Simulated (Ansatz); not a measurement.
**GeSiH5 (SMILES [SiH2][GeH3]) at 6 levels**

Aim: a comparison of 6 runs (UHF/3-21G, UHF/aug-cc-pVDZ, UB3LYP/6-31G*, UBLYP/aug-cc-pVDZ, UMP2/aug-cc-pVDZ, UCCSD(T)/aug-cc-pVDZ) of GeSiH5. 

The calculation is run with Ansatz 0.2.0.

27 further runs of the same task are left out: 27 set aside as unsound or not needed.

## (1) Starting point

GeSiH5 has 7 atoms, charge 0, and is taken as a doublet. SMILES: `[SiH2][GeH3]`. The Si1–H3 distance was set to 1.712 Å, away from the relaxed value.

Bond lengths: Si1–Ge2 2.370 Å, Si1–H4 1.489 Å, Ge2–H5 1.537 Å, Ge2–H6 1.541 Å, Ge2–H7 1.537 Å. Angles: Si1–Ge2–H5 109.6°, Si1–Ge2–H6 112.0°, Si1–Ge2–H7 109.7°, Ge2–Si1–H4 113.3°, H5–Ge2–H6 108.4°, H5–Ge2–H7 108.7°, H6–Ge2–H7 108.4°. A long bond or contact: Si1–H3 1.712 Å.

## (2) A single-point energy at UHF/3-21G (run 1)

Input file run.yaml:

```yaml
crystal:
  periodic: [false, false, false]
  atoms:
    - {symbol: Si, position_ang: [-0.134892, -1.321611, -0.358031]}
    - {symbol: Ge, position_ang: [0.248508, 1.016689, -0.292331]}
    - {symbol: H, position_ang: [0.173200, -2.103400, 1.133900]}
    - {symbol: H, position_ang: [-1.496592, -1.682711, -0.840031]}
    - {symbol: H, position_ang: [-0.003092, 1.619089, -1.683631]}
    - {symbol: H, position_ang: [-0.673992, 1.724889, 0.718569]}
    - {symbol: H, position_ang: [1.706708, 1.291089, 0.108069]}
basis:
  gaussian:
    orbitals: 3-21G-spherical.json
magnetization:
  spin_polarized: true
  initial_magnetization: 1
hamiltonian:
  xc: hf
accuracy: high
output:
  orbitals: {seedname: orbitals}
```

The basis set 3-21G is read from a file made from the Basis Set Exchange's data (not shown).

Run with:

```
$ ansatz run run.yaml --threads 1 --pin off --max-ram 3480MiB --events-out events.jsonl --progress --plain --runs-dir runs
```

The program printed:

```text
Warning: RAYON_NUM_THREADS=1 ignored (pool sized by the plan → 1); use --threads N
Functional definition: HF
  name "HF"
  exchange = exact_x
  correlation = 0
847 factors; integrals over basis functions are off by at most 5.1e-9 eV
mean field evaluation 1: about -64097.4269 eV, gradient 7.0e0 eV
mean field evaluation 2: about -64097.4355 eV, gradient 7.0e0 eV
mean field evaluation 4: about -64098.0953 eV, gradient 6.1e-1 eV
mean field evaluation 8: about -64098.1099 eV, gradient 6.9e-4 eV
mean field -64098.10972608 eV, -2355.5620851743 hartree, gradient 3.0e-8 eV, S^2 0.759493; 0 other end points of the search recorded, 0 dependent functions left out
reference -64098.10972608 eV, -2355.5620851743 hartree; 26, 25 occupied and 19, 20 virtual orbitals, 847 factors
Total energy: -64098.10972608 eV, -2355.5620851743 hartree
```

Run time: 0.8 s. Hardware: 1 thread of Arm Neoverse V1, shared host; peak memory 0.12 GiB.

## (3) A single-point energy at UHF/aug-cc-pVDZ (run 2)

Input file molecule.yaml:

```yaml
crystal:
  periodic: [false, false, false]
  atoms:
    - {symbol: Si, position_ang: [-0.134892, -1.321611, -0.358031]}
    - {symbol: Ge, position_ang: [0.248508, 1.016689, -0.292331]}
    - {symbol: H, position_ang: [0.173200, -2.103400, 1.133900]}
    - {symbol: H, position_ang: [-1.496592, -1.682711, -0.840031]}
    - {symbol: H, position_ang: [-0.003092, 1.619089, -1.683631]}
    - {symbol: H, position_ang: [-0.673992, 1.724889, 0.718569]}
    - {symbol: H, position_ang: [1.706708, 1.291089, 0.108069]}
basis:
  gaussian:
    orbitals: aug-cc-pVDZ
magnetization:
  spin_polarized: true
  initial_magnetization: 1
hamiltonian:
  xc: hf
accuracy: high
output: {orbitals: {seedname: orbitals}}
```

Run with:

```
$ ansatz run molecule.yaml --threads 1 --pin off --max-ram 3480MiB --events-out events.jsonl --progress --plain --runs-dir runs
```

The program printed:

```text
Warning: RAYON_NUM_THREADS=1 ignored (pool sized by the plan → 1); use --threads N
[... 4 set-up lines as earlier in the session ...]
2194 factors; integrals over basis functions are off by at most 4.4e-9 eV
mean field evaluation 1: about -64411.3869 eV, gradient 8.7e0 eV
mean field evaluation 2: about -64411.3928 eV, gradient 8.7e0 eV
mean field evaluation 4: about -64412.5936 eV, gradient 6.7e-1 eV
mean field evaluation 8: about -64412.6056 eV, gradient 5.5e-2 eV
mean field -64412.60571907 eV, -2367.1195997437 hartree, gradient 1.7e-8 eV, S^2 0.757909; 0 other end points of the search recorded, 0 dependent functions left out
reference -64412.60571907 eV, -2367.1195997437 hartree; 26, 25 occupied and 82, 83 virtual orbitals, 2194 factors
Total energy: -64412.60571907 eV, -2367.1195997437 hartree
```

It took 8.4 s on 1 thread of Arm Neoverse V1, shared host; peak memory 0.44 GiB.

Runs 3 to 5 aren't shown in full; the table further down has their settings and results.

## (4) The energy at UCCSD(T)/aug-cc-pVDZ (run 6)

Input file input.yaml:

```yaml
crystal:
  periodic: [false, false, false]
  atoms:
    - {symbol: Si, position_ang: [-0.134892, -1.321611, -0.358031]}
    - {symbol: Ge, position_ang: [0.248508, 1.016689, -0.292331]}
    - {symbol: H, position_ang: [0.173200, -2.103400, 1.133900]}
    - {symbol: H, position_ang: [-1.496592, -1.682711, -0.840031]}
    - {symbol: H, position_ang: [-0.003092, 1.619089, -1.683631]}
    - {symbol: H, position_ang: [-0.673992, 1.724889, 0.718569]}
    - {symbol: H, position_ang: [1.706708, 1.291089, 0.108069]}
basis:
  gaussian:
    orbitals: aug-cc-pVDZ
magnetization:
  spin_polarized: true
  initial_magnetization: 1
correlation:
  method: ccsd_t
  frozen_orbitals: {Ge: 9, H: 0, Si: 5}
accuracy: high
scf:
  omitted_lower_state_checks: [cluster_reference, increment]
```

Run with:

```
$ ansatz run input.yaml --threads 1 --pin off --max-ram 3480MiB --events-out events.jsonl --progress --plain --runs-dir runs
```

The program printed, cut to the lines that bear on the results:

```text
Warning: RAYON_NUM_THREADS=1 ignored (pool sized by the plan → 1); use --threads N
[... 2 set-up lines as earlier in the session ...]
[...]
2194 factors; integrals over basis functions are off by at most 4.4e-9 eV
[...]
mean field -64412.60571907 eV, -2367.1195997437 hartree, gradient 1.7e-8 eV, S^2 0.757909; 0 other end points of the search recorded, 0 dependent functions left out
14 core orbitals not correlated: weight in the atoms' cores, before any rotation towards them, 1.000 or more for the frozen orbitals, at most 0.000 for the correlated occupied ones
reference -64412.60571907 eV, -2367.1195997437 hartree; 12, 11 occupied and 82, 83 virtual orbitals, 2194 factors
second order -6.04375722 eV of doubles, -0.00000000 eV of singles
cycle   1  -6.95105729 eV  change   -9.1e-1 eV  update   8.0e-2
[...]
cycle  23  -7.34536668 eV  change   -1.0e-9 eV  update   2.4e-9
perturbative correction -0.22339288 eV, -0.0082095369 hartree
Total energy: -64420.17447864 eV, -2367.3977465274 hartree
Checks for a lower state left out: cluster_reference, increment
```

It took 2.2 min on 1 thread of Arm Neoverse V1, shared host; peak memory 1.6 GiB.

## (5) Overview of the runs

```
run                                level  Cartesian functions  frozen core orbitals   energy (Eh)  HOMO energy (eV)  LUMO energy (eV)   ⟨S²⟩  wall time
  1                            UHF/3-21G                   no                     –  -2355.562085             -8.90              0.73  0.759      0.8 s
  2                      UHF/aug-cc-pVDZ                   no                     –  -2367.119600             -8.92              0.50  0.758      8.4 s
  3  UB3LYP/6-31G* (Cartesian functions)                  yes                     –  -2369.200273             -5.92             -3.02  0.752       10 s
  4                    UBLYP/aug-cc-pVDZ                   no                     –  -2369.433502             -5.04             -3.72  0.752       20 s
  5                     UMP2/aug-cc-pVDZ                   no                    14  -2367.341704                 –                 –  0.758        9 s
  6                 UCCSD(T)/aug-cc-pVDZ                   no                    14  -2367.397747                 –                 –  0.758    2.2 min
```

## (6) Results

| quantity | value |
| --- | --- |
| run 6: total energy | -2367.39775 Eh |
| run 6: correlation energy (14 core orbitals frozen) | -278.1 mEh |
| run 6: (T) correction | -8.21 mEh |
| run 6: ⟨S²⟩ of the reference determinant | 0.758 |
| run 6: T1 diagnostic | 0.012 |

In words: Below the UHF energy at the same shape and in the same basis (aug-cc-pVDZ): UMP2 -222.1 mEh; UCCSD(T) -278.1 mEh. Totals of different functionals can't be ranked against each other. All runs together took 3 min, the longest 2.2 min.
